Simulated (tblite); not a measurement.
# C2H11NOSi3: the cost of one run

Computed with tblite 0.8.0 and PySCF 2.14.0, with density-fitted response routines of our own, on a single molecule, in the gas phase or a continuum. Atoms are numbered from 0 throughout.

## (1) Starting geometry

18 atoms, charge 0, multiplicity 1; geometry from: force field or distance geometry start.

Bonds of the start (Å): O0–C1 1.27, C1–N2 1.44, N2–Si3 1.78, Si3–C4 1.85, C4–Si5 1.84, C4–Si6 1.88, C1–H7 1.08, N2–H8 1.06, Si3–H9 1.47, Si3–H10 1.49, C4–H11 1.11, Si5–H12 1.47, Si5–H13 1.47, Si5–H14 1.48, Si6–H15 1.44, Si6–H16 1.48, Si6–H17 1.46.

## (2) Relaxing the molecule with GFN2-xTB

What the job is given:

```
{"job": {"kind": "relax", "xc": "GFN2-xTB", "basis": "xTB"}, "charge": 0, "multiplicity": 1}
O     -2.850100     1.909500     0.280100
C     -3.182600     0.720500    -0.009200
N     -2.267600    -0.375900     0.146900
Si    -0.597900    -0.181600     0.722900
C      0.619400     0.117100    -0.632800
Si     1.952000     1.324900    -0.223000
Si     1.484300    -1.521200    -0.965200
H     -4.188800     0.524000    -0.363600
H     -2.564400    -1.367600    -0.097200
H     -0.492400     0.818000     1.800600
H     -0.222500    -1.474000     1.357900
H      0.066300     0.432200    -1.538600
H      1.888200     1.788000     1.168700
H      1.931000     2.408200    -1.215500
H      3.270800     0.680300    -0.370700
H      1.551500    -1.691300    -2.391900
H      0.751700    -2.623900    -0.296600
H      2.842300    -1.480900    -0.443700
```

The run is started by

```console
$ OMP_NUM_THREADS=1 python probes_run.py task.json out
```

This one command runs all jobs of the session in turn.

**Question.** How long does this first job take on 1 thread of Arm Neoverse V2, shared host, and how much memory does it need?

About 1.5 s, with a peak of 0.18 GiB.
